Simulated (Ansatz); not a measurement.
## CH₄B₂O, SMILES BB1CO1: a polarisability from point charges, step by step

Program: the Python package of Ansatz (0.2.0).

The cells in order, each with its output:

In [1]:
```python
import ansatz
import numpy as np
```

In [2]:
```python
geometry_ang = [
    ("B", [-0.913, 1.2565, -0.3373]),
    ("B", [-0.2429, -0.1904, -0.3081]),
    ("C", [0.7621, -1.0752, 0.4535]),
    ("O", [0.7254, -1.2326, -0.8889]),
    ("H", [-1.2592, 1.7758, -1.4026]),
    ("H", [-1.1697, 1.9003, 0.6553]),
    ("H", [0.3943, -1.9191, 1.0499]),
    ("H", [1.7951, -0.5724, 0.7223]),
]
geometry = ansatz.Crystal.molecule()
for symbol, xyz in geometry_ang:
    geometry = geometry.atom(symbol, xyz)
```

In [3]:
```python
setup = (
    geometry.calculation()
    .basis(gaussian="def2-SVP")
    .functional("B3LYP")
    .forces()
)
# charges +q and -q at -R and +R make a nearly even field 2 k q / R^2 at the centre
centre = np.mean([site.position_ang for site in geometry.cartesian_sites], axis=0)
field = 2 * 14.399645 * 4.0 / 30.0 ** 2
```

In [4]:
```python
def dipole(axis, sign):
    arm = 30.0 * np.eye(3)[axis]
    pair = [{"charge": sign * 4.0, "position_ang": (centre - arm).tolist()}, {"charge": -sign * 4.0, "position_ang": (centre + arm).tolist()}]
    deck = setup.input().set(ansatz.key.basis.gaussian.point_charges, pair)
    return np.array(ansatz.Session.from_dict(deck).plan().execute().report["charge_distribution"]["dipole_moment_e_ang"])
```

In [5]:
```python
print(f"field {field:.4f} V/A")
alpha = np.array([(dipole(axis, 1) - dipole(axis, -1)) / (2 * field) * 14.399645 for axis in range(3)])
print("polarisability tensor (A^3)")
print(np.array2string(alpha, precision=3, suppress_small=True))
print(f"mean {np.trace(alpha) / 3:.3f} A^3 = {np.trace(alpha) / 3 / 0.14818471:.2f} bohr^3")
```
```text
field 0.1280 V/A
polarisability tensor (A^3)
[[ 5.455 -1.512  0.531]
 [-1.523  6.353 -0.458]
 [ 0.528 -0.457  5.141]]
mean 5.649 A^3 = 38.12 bohr^3
```

The geometry is a force-field or estimated start, not a minimum of this method, and the basis set is short of its limit. The field of two point charges is only nearly even. b3lyp holds the VWN-RPA fit, as in Gaussian; the form of ORCA and Turbomole is b3lyp5. Without diffuse functions polarisabilities are unreliable, as a rule too low, and they change with the bond lengths of this unrelaxed start. Hardware and time: 10 s on 1 thread of Arm Neoverse V2, with other jobs on the host, peak memory 0.2 GiB.
